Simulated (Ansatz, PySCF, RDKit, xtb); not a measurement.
**[InSi2H6]+: a search for the lowest isomer**

Given the formula [InSi2H6]+ (charge +1) and nothing else, which arrangement of the atoms is the most stable in the gas at 1000 K, and what are its properties?

Plan: many cheap relaxations first (GFN2-xTB), then density-functional screening, relaxation at B3LYP-D3(BJ)/def2-SVP, vibrations and a final energy. The numbers are computed, not measured.

6 further runs of the same task are left out: 6 set aside as unsound or not needed.

**1. Candidates**

All bonding patterns within simple valence rules are listed by program: one Lewis structure each, at most two rings and one unusual centre or charged pair. O–O, O–halogen and N–halogen bonds and N–N–N chains are not drawn. That gives 7 candidates.

```csv
label,SMILES,spin
c163,[SiH3][SiH2][InH+],singlet
c184,[SiH3][In+][SiH3],singlet
c205,[SiH2+][SiH+][InH3-],singlet
c456,[SiH2+][SiH2][InH2],singlet
c592,[SiH2+][InH][SiH3],singlet
c725,[SiH3][SiH+][InH2],singlet
c789,[SiH2+][InH2-][SiH2+],singlet
```

Candidates are built by distance geometry, with a force field where one applies, in up to four conformers (letters a to d). 16 starts with atoms placed at random are added, to find patterns that the rules miss.

**Question.** With final energies at CCSD(T)/def2-TZVP, which structure will this search put lowest in free energy, and by what margin?

| quantity | value |
| --- | --- |
| lowest structure found | [SiH3][In+][SiH3], singlet, D3 |
| next finalist | [SiH3][SiH2][InH+], singlet, 12.2 kcal/mol higher in G |
| share at equilibrium, among the finalists | 99.8 % |
| harmonic wavenumbers, lowest and highest (B3LYP-D3(BJ)/def2-SVP) | 6 and 2275 cm⁻¹ |
| rotational constants, same geometry | 1.358, 0.03722 cm⁻¹ |
| HOMO energy (PBE0/def2-TZVPD) | -11.85 eV |
| LUMO energy (PBE0/def2-TZVPD) | -7.00 eV |
| HOMO–LUMO gap (PBE0/def2-TZVPD) | 4.85 eV |
| lowest excitation (TD-B3LYP/def2-SVPD) | 3.49 eV (f = 0.000) |
| lowest triplet excitation, same level, Tamm-Dancoff | 3.02 eV |
| vertical ionisation energy | 13.66 eV |
| vertical recombination energy (electron added) | 5.41 eV |
| vertical triplet less singlet | +3.14 eV |

The lowest structure found is `[SiH3][In+][SiH3]`. Among the finalists first place is clear (12.2 kcal/mol); structures outside the list aren't covered. GFN2-xTB, HF/STO-3G, r2SCAN-D4/def2-SVP, B3LYP-D3(BJ)/def2-SVP, HF/def2-TZVP and MP2/def2-TZVP already put its bonding pattern lowest among the structures in one piece. Spin-orbit coupling, which matters for elements this heavy, is left out. A loose complex, c001, lay -13.2 kcal/mol from the best structure in one piece at the screening level; it was neither relaxed nor ranked, and may be the true minimum. Lowest found is not proven lowest: the search is finite, and each finalist counts with one conformer. Patterns outside the rules of the enumeration were met only by chance.
